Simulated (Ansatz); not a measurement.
# Re (diamond type): how the settings move a single-point run

Aim: see which settings change the result for Re (diamond type), by how much, and at what cost.

Program: Ansatz 0.2.0. Level of theory: reference: DFT, r2SCAN, PAW with Ansatz's default frozen-core files, scalar-relativistic. These are calculated values, not measurements.

4 further runs of the same task are left out: 4 that didn't finish.

## 1. Starting point

It takes space group R-3m (No. 166, trigonal). The conventional cell has a = 3.753 Å, b = 3.753 Å, c = 9.194 Å, α = 90.00°, β = 90.00°, γ = 120.00°. Around Re (site symmetry 3m) lie 4 Re at 2.23 to 2.53 Å.

Structure file:

```cif
data_structure
_symmetry_space_group_name_H-M 'R-3m:H'
_symmetry_Int_Tables_number 166
_cell_length_a 3.7533
_cell_length_b 3.7533
_cell_length_c 9.1937
_cell_angle_alpha 90.000
_cell_angle_beta 90.000
_cell_angle_gamma 120.000
_cell_volume 112.16
loop_
_atom_site_label
_atom_site_type_symbol
_atom_site_symmetry_multiplicity
_atom_site_Wyckoff_symbol
_atom_site_fract_x
_atom_site_fract_y
_atom_site_fract_z
_atom_site_occupancy
Re1 Re 6 c 0.00000 0.00000 0.63750 1
```

## 2. Baseline

File input.yaml:

```yaml
crystal:
  lattice:
    - [0.0, 2.6539871154, 2.6539871154]
    - [2.6539871154, 0.0, 2.6539871154]
    - [2.6539871154, 2.6539871154, 0.0]
  atoms:
    - { symbol: Re, position: [-0.0875, -0.1375, -0.1375] }
    - { symbol: Re, position: [0.0875, 0.1375, 0.1375] }
kpoints:
  mp_grid: { grid: [10, 10, 10] }
scf:
  occupations: { method: fermi_dirac, width: 0.05 }
hamiltonian:
  xc: r2scan
  pseudopotentials: { kind: paw }
output:
  forces: true
  stress: true
  eigenvalues: true
  efg: { contact_densities: true }
  populations: true
  write_density: true
  write_potential: true
  elf: true
  volumetric_format: npy
```

Started as:

```sh
> ansatz run input.yaml --threads 1 --pin off --max-ram 2048MiB --backend cpu --events-out ev --progress --plain --runs-dir out
```

## 3. Variant: mixing.algorithm broyden, mixing.beta 0.2, dispersion d4

input.yaml: that of step 2 with these lines changed.

```diff
@@ -12,2 +12,3 @@
   occupations: { method: fermi_dirac, width: 0.05 }
+  mixing: { algorithm: broyden, beta: 0.2 }
 hamiltonian:
@@ -15,2 +16,3 @@
   pseudopotentials: { kind: paw }
+  dispersion: d4
 output:
@@ -21,5 +23 @@
   populations: true
-  write_density: true
-  write_potential: true
-  elf: true
-  volumetric_format: npy
```

Before running it: what results should come out? Wanted: for each run, ending; energy change; pressure; gap; force.

The runs gave:

```csv
run,ending,energy change,pressure (GPa),gap (eV),force (eV/Å),cycles,time
reference,converged,0,46.6,0.00,2.18,7,23 s
"1: mixing.algorithm broyden, mixing.beta 0.2, dispersion d4",converged,-284.4 meV/atom (offset of the dispersion model),44.5,0.00,2.18,13,30 s
```

Times don't compare one to one where runs were asked for different outputs or read a saved state (see the inputs); cycles may leave out searches for a lower state.

Residual by cycle in the longest SCF loop of each run; runs are numbered as in the table. The quantity is the density residual dr2, in eV.

```csv
cycle,reference,run 1
1,0.0924,0.0924
2,0.0389,0.0699
3,0.0012,0.0135
4,2.1e-4,0.00258
5,1.6e-5,0.00166
6,3.7e-7,1.6e-4
8,-,4.4e-6
9,-,1.3e-6
10,-,1.5e-7
11,-,6.9e-8
12,-,4.0e-8
13,-,6.2e-9
```

The energy moves by -284.4 meV/atom, nearly all of it the dispersion term itself (-284.4 meV/atom); that offset belongs to the model and is no gain or loss of stability; the pressure goes from 46.6 to 44.5 GPa. The structure is not at rest: the sound run finds 47 GPa, so these are no properties of the relaxed crystal. 
